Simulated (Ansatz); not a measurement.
**BH7OSi2: basis-set convergence**

An exercise on one series of results from a longer session: the logs are not shown, and one member is left open.

The runs use Ansatz 0.2.0, Gaussian basis; one geometry, several basis sets.

Plan: PBE0-D4/def2-SVP; ωB97M-V/def2-SVP; PBE0-D4/def2-QZVPP; ωB97M-V/def2-QZVPP; the functionals' def2-TZVPP values are taken from earlier runs.

## Structure used throughout

The geometry comes from an earlier relaxation with PBE0-D4 in a triple-zeta def2 set; it is a stationary point, not always the lowest conformer.

SMILES `B[SiH](O)[SiH3]`, 11 atoms, charge 0, spin multiplicity 1.

Atoms are counted from 1 here; the program's logs count them from 0.

Bond lengths: B1–Si2 1.984 Å, B1–H5 1.195 Å, B1–H6 1.197 Å, Si2–O3 1.659 Å, Si2–Si4 2.364 Å, Si2–H7 1.496 Å, O3–H8 0.958 Å, Si4–H9 1.488 Å, Si4–H10 1.491 Å, Si4–H11 1.488 Å. Angles: Si2–B1–H5 123.5°, Si2–B1–H6 118.2°, H5–B1–H6 118.1°, B1–Si2–O3 112.4°, B1–Si2–Si4 104.9°, B1–Si2–H7 111.5°, O3–Si2–Si4 111.5°, O3–Si2–H7 110.7°, Si4–Si2–H7 105.4°, Si2–O3–H8 117.2°, Si2–Si4–H9 111.9°, Si2–Si4–H10 109.6°, Si2–Si4–H11 110.2°, H9–Si4–H10 107.9°, H9–Si4–H11 108.6°, H10–Si4–H11 108.6°.

Set-up of the first run:

in.yaml reads:

```yaml
crystal:
  periodic: [false, false, false]
  atoms:
    - {symbol: B, position_ang: [-1.132795, 1.647121, 0.016260]}
    - {symbol: Si, position_ang: [0.473801, 0.542511, -0.352070]}
    - {symbol: O, position_ang: [0.707435, 0.288774, -1.974395]}
    - {symbol: Si, position_ang: [0.093418, -1.487607, 0.797550]}
    - {symbol: H, position_ang: [-1.966355, 1.893812, -0.803095]}
    - {symbol: H, position_ang: [-1.321827, 2.013219, 1.140270]}
    - {symbol: H, position_ang: [1.698997, 1.130688, 0.274231]}
    - {symbol: H, position_ang: [1.445921, -0.266136, -2.228796]}
    - {symbol: H, position_ang: [-1.229083, -2.078662, 0.456048]}
    - {symbol: H, position_ang: [1.146312, -2.476062, 0.426580]}
    - {symbol: H, position_ang: [0.149475, -1.264857, 2.267918]}
basis:
  gaussian: {orbitals: def2-SVP}
hamiltonian: {xc: pbe0, dispersion: d4}
output: {orbitals: {seedname: orbitals}}
```

Started as:

```sh
$ ansatz run in.yaml --threads 2 --pin off --events-out ev --progress --plain --max-ram 4352MiB
```

Steps of the session up to this table: PBE0-D4 in def2-SVP; ωB97M-V in def2-SVP; PBE0-D4 in def2-QZVPP; ωB97M-V in def2-QZVPP.

One of the session's tables, all rows but one given; the rest of the session is left out.

```
functional       basis  HOMO (eV)  LUMO (eV)
   PBE0-D4    def2-SVP      -7.52      -2.41
   PBE0-D4  def2-TZVPP          ?          ?
   PBE0-D4  def2-QZVPP      -7.58      -2.48
   ωB97M-V    def2-SVP      -9.50      -0.40
   ωB97M-V  def2-TZVPP      -9.58      -0.55
   ωB97M-V  def2-QZVPP      -9.60      -0.60
```

**Question.** Estimate the row for PBE0-D4, def2-TZVPP.

As computed: HOMO (eV): -7.56; LUMO (eV): -2.46. In the column «HOMO (eV)» it lies between PBE0-D4, def2-QZVPP (-7.58) and PBE0-D4, def2-SVP (-7.52).
